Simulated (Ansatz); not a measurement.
# BH5SeSi: the cost of one run

Computed with the Python package of Ansatz 0.2.0. Level of theory: Hartree-Fock/def2-SVP.

## (1) The structure

Bond lengths: B1–Si2 1.891 Å, Si2–Se3 2.265 Å, B1–H4 1.125 Å, B1–H5 1.242 Å, Si2–H6 1.479 Å, Si2–H7 1.493 Å, Se3–H8 1.476 Å. Angles: B1–Si2–Se3 107.4°, B1–Si2–H6 110.6°, B1–Si2–H7 110.4°, Se3–Si2–H6 110.3°, Se3–Si2–H7 109.5°, H6–Si2–H7 108.6°, Si2–B1–H4 122.1°, Si2–B1–H5 119.9°, H4–B1–H5 118.0°, Si2–Se3–H8 91.3°.

The script holds or builds the structure itself.

## (2) The script

Contents of states_bh5sesi.py:

```python
"""Restricted and unrestricted solutions of BH5SeSi, stretched and not."""

from dataclasses import dataclass

import ansatz as az
import numpy as np


@dataclass(frozen=True)
class RunConfig:
    basis: str = "def2-SVP"
    functional: str = "HF"


settings = RunConfig()

geometry = (
    az.Crystal.molecule()
    .atom("B", (-0.9387, 0.2922, -0.8652))
    .atom("Si", (0.6218, 0.4052, 0.1973))
    .atom("Se", (1.2373, -1.7096, 0.7264))
    .atom("H", (-1.3982, -0.695, -1.1488))
    .atom("H", (-1.4823, 1.3299, -1.2788))
    .atom("H", (0.3598, 1.185, 1.4265))
    .atom("H", (1.722, 1.0684, -0.5625))
    .atom("H", (-0.0297, -1.9332, 1.4494))
)
symbols = [site.symbol for site in geometry.cartesian_sites]

start = np.array([site.position_ang for site in geometry.cartesian_sites])
for factor in [1.0, 1.25, 1.6]:
    xyz = (start - start.mean(axis=0)) * factor
    scaled = az.Crystal.molecule()
    for symbol, place in zip(symbols, xyz):
        scaled = scaled.atom(symbol, place.tolist())
    job = (
        scaled.calculation()
        .basis(gaussian=settings.basis)
        .functional(settings.functional)
        .spin("collinear")
    )
    for search in ("off", "standard"):
        try:
            r = job.scf(lower_state_search=search).run(threads=1, backend="cpu").report
        except az.AnsatzError as error:
            print(f"x{factor} search {search}: {type(error).__name__}")
            continue
        state = r["mean_field"]["state"]
        print(f"all distances x{factor}, search {search:8s} E = {r['free_energy_ev']:.5f} eV  <S^2> = {abs(state['spin_squared']):.3f}  other states met: {len(r['mean_field']['others'])}")
```

## (3) What the engine is handed

The engine receives this input (first run):

```yaml
crystal:
  periodic: [false, false, false]
  atoms:
    - { symbol: B, position_ang: [-0.9502, 0.2993375, -0.8582375] }
    - { symbol: Si, position_ang: [0.6103, 0.41233749999999997, 0.20426249999999999] }
    - { symbol: Se, position_ang: [1.2258, -1.7024625, 0.7333625] }
    - { symbol: H, position_ang: [-1.4097000000000002, -0.6878625, -1.1418375] }
    - { symbol: H, position_ang: [-1.4938, 1.3370375, -1.2718375] }
    - { symbol: H, position_ang: [0.3483, 1.1921375, 1.4334625] }
    - { symbol: H, position_ang: [1.7105, 1.0755375, -0.5555375] }
    - { symbol: H, position_ang: [-0.041200000000000014, -1.9260625, 1.4563625] }
basis:
  gaussian:
    orbitals: def2-SVP
hamiltonian:
  xc: hf
magnetization:
  spin_polarized: true
scf:
  lower_state_search: "off"
```

## (4) Launch

The run is started by

```console
$ python states_bh5sesi.py
```

What time and memory should one allow on 1 thread of Arm Neoverse V1, shared host?

About 55 s, with a peak of 0.33 GiB.
